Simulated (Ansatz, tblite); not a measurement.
# GeH(NMe2)3 (C₆H₁₉GeN₃): rung by rung

One table from this session's results is given with a row withheld; the runs are named, their logs left out.

Computed with Ansatz 0.2.0, Gaussian basis. Level: as each input shows.

Plan: GFN1-xTB, GFN2-xTB, PBE-D4/def2-TZVP, r2SCAN-D4/def2-TZVP, HSE06-D4/def2-TZVP, HF/def2-TZVP, LDA/def2-TZVP, PBE-D4/def2-SVP, PBE0-D4/def2-SVP, HF/STO-3G, HF/6-31G, B3LYP-D4/6-31G, CCSD(T)/def2-SVP, MP2/def2-TZVP, RPA/def2-TZVP.

## The relaxed structure

The geometry is that of the singlet, from an earlier relaxation (PBE-D4/def2-SVP).

29 atoms, charge 0, spin multiplicity 1.

Bond lengths: Ge1–H2 1.558 Å, Ge1–N3 1.855 Å, Ge1–N12 1.855 Å, Ge1–N21 1.847 Å, N3–C4 1.448 Å, N3–C5 1.446 Å, C4–H6 1.121 Å, C4–H7 1.109 Å, C4–H8 1.116 Å, C5–H9 1.109 Å, C5–H10 1.116 Å, C5–H11 1.121 Å, N12–C13 1.448 Å, N12–C14 1.446 Å, C13–H15 1.116 Å, C13–H16 1.109 Å, C13–H17 1.121 Å, C14–H18 1.110 Å and more. Angles: H2–Ge1–N3 105.7°, H2–Ge1–N12 105.7°, H2–Ge1–N21 120.0°, N3–Ge1–N12 119.1°, N3–Ge1–N21 103.7°, N12–Ge1–N21 103.5°, Ge1–N3–C4 119.4°, Ge1–N3–C5 120.3°, C4–N3–C5 114.4°, N3–C4–H6 113.3°, N3–C4–H7 110.3°, N3–C4–H8 111.0°, H6–C4–H7 107.8°, H6–C4–H8 106.8°, H7–C4–H8 107.4°, N3–C5–H9 110.7°, N3–C5–H10 111.0°, N3–C5–H11 113.6° and more.

Geometry (Å):

| atom | x (Å) | y (Å) | z (Å) |
| --- | --- | --- | --- |
| Ge1 | -0.01933 | -0.08566 | 0.75834 |
| H2 | 0.06563 | -0.05075 | 2.31393 |
| N3 | 1.73336 | -0.21233 | 0.16313 |
| C4 | 2.00557 | -0.17188 | -1.25883 |
| C5 | 2.82081 | 0.25614 | 0.99330 |
| H6 | 2.22968 | 0.85822 | -1.63858 |
| H7 | 1.13666 | -0.56110 | -1.82743 |
| H8 | 2.88531 | -0.80878 | -1.51605 |
| H9 | 2.54239 | 0.20976 | 2.06630 |
| H10 | 3.72862 | -0.37984 | 0.85994 |
| H11 | 3.13203 | 1.30998 | 0.77199 |
| N12 | -1.03131 | 1.39298 | 0.27685 |
| C13 | -1.25173 | 1.68104 | -1.12532 |
| C14 | -1.07367 | 2.55380 | 1.13855 |
| H15 | -2.25530 | 2.14249 | -1.28554 |
| H16 | -1.21733 | 0.74503 | -1.71907 |
| H17 | -0.49747 | 2.38843 | -1.55688 |
| H18 | -0.89011 | 2.26496 | 2.19400 |
| H19 | -0.32110 | 3.33987 | 0.86937 |
| H20 | -2.07588 | 3.04427 | 1.10004 |
| N21 | -0.87126 | -1.48726 | -0.08978 |
| C22 | -2.31809 | -1.55602 | -0.10690 |
| C23 | -0.21096 | -2.76931 | -0.22482 |
| H24 | -2.69125 | -1.93162 | -1.08956 |
| H25 | -2.74936 | -0.54908 | 0.05978 |
| H26 | -2.73005 | -2.24117 | 0.67779 |
| H27 | 0.88648 | -2.64276 | -0.13939 |
| H28 | -0.53382 | -3.50857 | 0.55237 |
| H29 | -0.42849 | -3.23083 | -1.21757 |

PBE0-D4/def2-TZVP was run before; its log isn't repeated, and its numbers join the tables.

Set-up of the first run:

Tight binding, by tblite at 300 K electronic temperature and without a spin-polarisation term:

```python
tblite.interface.Calculator('GFN1-xTB', numbers, positions, charge=0, uhf=0).singlepoint()
```

Tight binding, by tblite at 300 K electronic temperature and without a spin-polarisation term:

```python
tblite.interface.Calculator('GFN2-xTB', numbers, positions, charge=0, uhf=0).singlepoint()
```

start.molden holds the orbitals of an earlier run on this state, given as this run's starting guess.

in.yaml reads:

```yaml
crystal:
  periodic: [false, false, false]
  atoms:
    - {symbol: Ge, position_ang: [-0.019328, -0.085660, 0.758338]}
    - {symbol: H, position_ang: [0.065631, -0.050749, 2.313934]}
    - {symbol: N, position_ang: [1.733363, -0.212331, 0.163134]}
    - {symbol: C, position_ang: [2.005567, -0.171879, -1.258831]}
    - {symbol: C, position_ang: [2.820806, 0.256135, 0.993302]}
    - {symbol: H, position_ang: [2.229680, 0.858218, -1.638580]}
    - {symbol: H, position_ang: [1.136659, -0.561099, -1.827435]}
    - {symbol: H, position_ang: [2.885312, -0.808780, -1.516049]}
    - {symbol: H, position_ang: [2.542395, 0.209756, 2.066295]}
    - {symbol: H, position_ang: [3.728619, -0.379843, 0.859941]}
    - {symbol: H, position_ang: [3.132030, 1.309979, 0.771994]}
    - {symbol: N, position_ang: [-1.031310, 1.392981, 0.276851]}
    - {symbol: C, position_ang: [-1.251730, 1.681038, -1.125317]}
    - {symbol: C, position_ang: [-1.073673, 2.553798, 1.138555]}
    - {symbol: H, position_ang: [-2.255305, 2.142491, -1.285536]}
    - {symbol: H, position_ang: [-1.217329, 0.745034, -1.719067]}
    - {symbol: H, position_ang: [-0.497471, 2.388428, -1.556882]}
    - {symbol: H, position_ang: [-0.890106, 2.264958, 2.193997]}
    - {symbol: H, position_ang: [-0.321105, 3.339874, 0.869372]}
    - {symbol: H, position_ang: [-2.075879, 3.044268, 1.100045]}
    - {symbol: N, position_ang: [-0.871259, -1.487258, -0.089783]}
    - {symbol: C, position_ang: [-2.318087, -1.556024, -0.106896]}
    - {symbol: C, position_ang: [-0.210956, -2.769311, -0.224818]}
    - {symbol: H, position_ang: [-2.691247, -1.931619, -1.089558]}
    - {symbol: H, position_ang: [-2.749361, -0.549080, 0.059784]}
    - {symbol: H, position_ang: [-2.730052, -2.241167, 0.677792]}
    - {symbol: H, position_ang: [0.886475, -2.642758, -0.139389]}
    - {symbol: H, position_ang: [-0.533820, -3.508569, 0.552366]}
    - {symbol: H, position_ang: [-0.428487, -3.230830, -1.217570]}
basis:
  gaussian: {orbitals: def2-TZVP, fitting: {mean_field: def2-universal-jkfit}, initial_orbitals: start.molden}
hamiltonian: {xc: pbe, dispersion: d4}
scf: {omitted_lower_state_checks: [starts]}
output: {orbitals: {seedname: orbitals}}
```

Launch:

```bash
> ansatz run in.yaml --threads 2 --pin off --events-out ev --progress --plain --max-ram 32768MiB --backend cuda --devices 0, --max-vram 18GiB
```

Among the steps run: PBE-D4/def2-TZVP; r2SCAN-D4/def2-TZVP; HSE06-D4/def2-TZVP; HF/def2-TZVP; LDA/def2-TZVP; PBE-D4/def2-SVP; PBE0-D4/def2-SVP; HF/STO-3G; HF/6-31G; B3LYP-D4/6-31G; CCSD(T)/def2-SVP; MP2/def2-TZVP; RPA/def2-TZVP.

One of the session's tables, all rows but one given; the rest of the session is left out.

It belongs to the step «Binding energy». 

```
             method  binding an atom (eV)
          HF/STO-3G                 3.452
           HF/6-31G                 2.603
        HF/def2-SVP                 2.804
       HF/def2-TZVP                     ?
      LDA/def2-TZVP                 4.399
    PBE-D4/def2-SVP                 3.958
   PBE-D4/def2-TZVP                 3.921
r2SCAN-D4/def2-TZVP                 3.836
     B3LYP-D4/6-31G                 3.786
   PBE0-D4/def2-SVP                 3.898
  PBE0-D4/def2-TZVP                 3.858
 HSE06-D4/def2-TZVP                 3.860
       MP2/def2-SVP                 3.681
      MP2/def2-TZVP                 3.735
      CCSD/def2-SVP                 3.628
   CCSD(T)/def2-SVP                 3.667
```

**Question.** Estimate the row for HF/def2-TZVP.

**Answer.** binding an atom (eV): 2.751. In the column «binding an atom (eV)» it lies between HF/6-31G (2.603) and HF/def2-SVP (2.804).

Caveats from the session: Free atoms were run apart at each level; binding is atoms less cluster, divided by the number of atoms, without zero-point or spin-orbit terms.
